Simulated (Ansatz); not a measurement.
# BrCl₂FTi: up Jacob's ladder to CCSD(T)

One table from this session's results is given with a row withheld; the runs are named, their logs left out.

Computed with Ansatz 0.2.0, Gaussian basis. Level: functionals in def2-TZVPP, the program's frozen cores in correlated methods.

The runs, in order: LDA (SPW92), PBE-D4, revPBE-D4, BLYP-D4, r2SCAN-D4, B97M-V, PBE0-D4, B3LYP-D4, r2SCANh-D4, r2SCAN0-D4, HSE06-D4, BHLYP-D4, CAM-B3LYP-D4, LC-ωPBE, ωB97X-V, ωB97M-V, B2PLYP, PBE-QIDH; CCSD(T)/def2-SVP; CCSD(T)/def2-TZVPP; MP2/def2-QZVPP; extrapolation to the limit; RPA on PBE.

## The geometry

The geometry comes from an earlier relaxation with PBE0-D4 in a triple-zeta def2 set; it is a stationary point.

SMILES `[F][Ti]([Cl])([Cl])[Br]`, 5 atoms, charge 0, spin multiplicity 1.

Atoms are counted from 1 here; the program's logs count them from 0.

Bond lengths: F1–Ti2 1.731 Å, Ti2–Cl3 2.165 Å, Ti2–Cl4 2.165 Å, Ti2–Br5 2.321 Å. Angles: F1–Ti2–Cl3 109.4°, F1–Ti2–Cl4 109.4°, F1–Ti2–Br5 109.2°, Cl3–Ti2–Cl4 109.7°, Cl3–Ti2–Br5 109.5°, Cl4–Ti2–Br5 109.5°.

As a file:

```xyz
5
BrCl2FTi
F    -0.2629   -0.1700    1.7902
Ti   -0.0083   -0.0520    0.0821
Cl    1.6875   -1.2757   -0.4787
Cl   -1.7793   -0.7366   -0.9583
Br    0.4130    2.1607   -0.4766
```

The first run:

Contents of in.yaml:

```yaml
crystal:
  periodic: [false, false, false]
  atoms:
    - {symbol: F, position_ang: [-0.262914, -0.169955, 1.790162]}
    - {symbol: Ti, position_ang: [-0.008308, -0.052022, 0.082147]}
    - {symbol: Cl, position_ang: [1.687512, -1.275665, -0.478748]}
    - {symbol: Cl, position_ang: [-1.779310, -0.736642, -0.958314]}
    - {symbol: Br, position_ang: [0.413022, 2.160683, -0.476646]}
basis:
  gaussian: {orbitals: def2-TZVPP}
hamiltonian: {xc: lda}
output: {orbitals: {seedname: orbitals}}
```

Command:

```
ansatz run in.yaml --threads 4 --pin off --events-out ev --progress --plain --max-ram 10444MiB
```

Among the steps run: LDA; PBE-D4 (GGA); revPBE-D4 (GGA); BLYP-D4 (GGA); r2SCAN-D4 (meta-GGA); B97M-V (meta-GGA); PBE0-D4 (hybrid); B3LYP-D4 (hybrid); r2SCANh-D4 (hybrid); r2SCAN0-D4 (hybrid); HSE06-D4 (hybrid); BHLYP-D4 (hybrid); CAM-B3LYP-D4 (range-separated); LC-ωPBE (range-separated); ωB97X-V (range-separated); ωB97M-V (range-separated); B2PLYP (double hybrid); PBE-QIDH (double hybrid).

One of the session's tables, all rows but one given; the rest of the session is left out.

It belongs to the step «Orbital energies across the functionals». 

```
  functional  HOMO (eV)  LUMO (eV)  gap (eV)
 LDA (SPW92)          ?          ?         ?
      PBE-D4      -7.92      -4.47      3.45
   revPBE-D4      -7.86      -4.40      3.46
     BLYP-D4      -7.74      -4.35      3.39
   r2SCAN-D4      -8.28      -4.50      3.79
      B97M-V      -8.34      -4.49      3.85
     PBE0-D4      -9.21      -3.69      5.51
    B3LYP-D4      -8.93      -3.91      5.03
  r2SCANh-D4      -8.75      -4.18      4.57
  r2SCAN0-D4      -9.45      -3.68      5.76
    HSE06-D4      -8.81      -4.07      4.74
    BHLYP-D4     -10.33      -2.70      7.63
CAM-B3LYP-D4     -10.48      -2.66      7.81
     LC-ωPBE     -11.84      -1.66     10.18
     ωB97X-V     -11.48      -1.62      9.86
     ωB97M-V     -11.32      -1.58      9.74
```

Estimate the missing values for LDA (SPW92).

As computed: HOMO (eV): -8.09; LUMO (eV): -4.71; gap (eV): 3.39. In the column «HOMO (eV)» it lies between r2SCAN-D4 (-8.28) and PBE-D4 (-7.92).
